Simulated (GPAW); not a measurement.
Set up this calculation in GPAW 26.7.0, as an ASE script.

```
Task                : equation of state
Functional          : LDA
Potentials or basis : the program's PAW data sets (release 1.2.1) made for this functional
Cutoff              : 800 eV
Basis               : pw
k mesh              : 4 × 4 × 4
Occupations         : fermi-dirac, width 0.05 eV
Spin                : no spin polarisation
Maxiter             : 150
Eos scales          : [0.94, 0.96, 0.98, 1.0, 1.02, 1.04, 1.06]
```

Pb2O:

```
Pb O
1.0
     5.38000    0.00000    0.00000
     0.00000    5.38000    0.00000
     0.00000    0.00000    5.38000
Pb O
4 2
Cartesian
  4.0350 1.3450 4.0350
  1.3450 4.0350 4.0350
  4.0350 4.0350 1.3450
  1.3450 1.3450 1.3450
  2.6900 2.6900 2.6900
  0.0000 0.0000 0.0000
```

One way to write it, as run:

run.py

```python
from ase import Atoms
from ase.eos import EquationOfState
from ase.io import Trajectory
from ase.units import GPa
from gpaw import GPAW, PW

atoms = Atoms(['Pb', 'Pb', 'Pb', 'Pb', 'O', 'O'],
              cell=[[5.38, 0.0, 0.0],
                    [0.0, 5.38, 0.0],
                    [0.0, 0.0, 5.38]],
              scaled_positions=[[0.75, 0.25, 0.75],
                                [0.25, 0.75, 0.75],
                                [0.75, 0.75, 0.25],
                                [0.25, 0.25, 0.25],
                                [0.5, 0.5, 0.5],
                                [0.0, 0.0, 0.0]],
              pbc=True)

traj = Trajectory('eos.traj', 'w')
volumes, energies = [], []
for x in [0.94, 0.96, 0.98, 1.0, 1.02, 1.04, 1.06]:
    a = atoms.copy()
    a.set_cell(atoms.cell * x**(1 / 3), scale_atoms=True)
    calc = GPAW(mode=PW(800),
                xc='LDA',
                kpts={'size': (4, 4, 4), 'gamma': True},
                occupations={'name': 'fermi-dirac', 'width': 0.05},
                nbands=53,
                convergence={'density': 1e-05, 'energy': 1e-05},
                maxiter=150,
                txt=f'eos-{x:.2f}.txt')
    a.calc = calc
    energies.append(a.get_potential_energy(force_consistent=True))
    volumes.append(a.get_volume())
    p = -a.get_stress()[:3].mean() / GPa
    calc.write(f'eos-{x:.2f}.gpw')
    traj.write(a)
    print(f'{x:.2f} {volumes[-1]:10.4f} A^3 {energies[-1]:14.6f} eV {p:9.3f} GPa', flush=True)

v0, e0, B = EquationOfState(volumes, energies, eos='birchmurnaghan').fit()
print(f'V0 = {v0:.4f} A^3, E0 = {e0:.6f} eV, B0 = {B / GPa:.2f} GPa')
```

Potentials or basis: the program's PAW data sets (release 1.2.1) made for this functional, pw.

Run with:

```console
$ OMP_NUM_THREADS=1 python run.py
```

It gave:

| Quantity | Value |
| --- | --- |
| Equilibrium volume | 24.90 Å³/atom |
| Bulk modulus | 61 GPa |
| Pressure derivative of the bulk modulus | 4.5 |

Run time: 9 min on 1 thread of Arm Neoverse V2, with other jobs on the host, peak memory 0.58 GiB.
